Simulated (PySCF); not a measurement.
# C2H5ClGeO2: the cost of one run

Programs: PySCF 2.14.0, with routines of our own; each step states its level. All values are computed. Atoms count from 0.

### 1 The system as given

11 atoms, charge 0, multiplicity 1; geometry from: GFN2-xTB.

### 2 Relaxing the molecule at PBE0-D3(BJ)/def2-SVP

The job: settings as JSON, then the geometry in Å.

```
{"job": {"xc": "PBE0", "basis": "def2-SVP", "d3": "d3bj", "grid": 1, "kind": "geom"}, "charge": 0, "multiplicity": 1}
Cl     2.937275    -0.241204     1.335440
Ge     1.574131    -0.119189    -0.233179
O      0.444230     1.253293    -0.111158
C     -0.848336     0.809693     0.256879
C     -0.995908    -0.674893    -0.124773
O      0.264467    -1.306961    -0.012399
H      2.235213    -0.130723    -1.589222
H     -1.581573     1.421958    -0.272131
H     -0.979505     0.936728     1.336155
H     -1.354327    -0.759684    -1.155556
H     -1.690242    -1.186347     0.543981
```

Run with:

```console
> OMP_NUM_THREADS=1 python excited_run.py task.json out
```

This one command runs all jobs of the session in turn.

Q: Estimate the wall time and peak memory of this first job on 1 thread of AMD EPYC 7B13, shared host.

About 56 s, with a peak of 0.59 GiB.
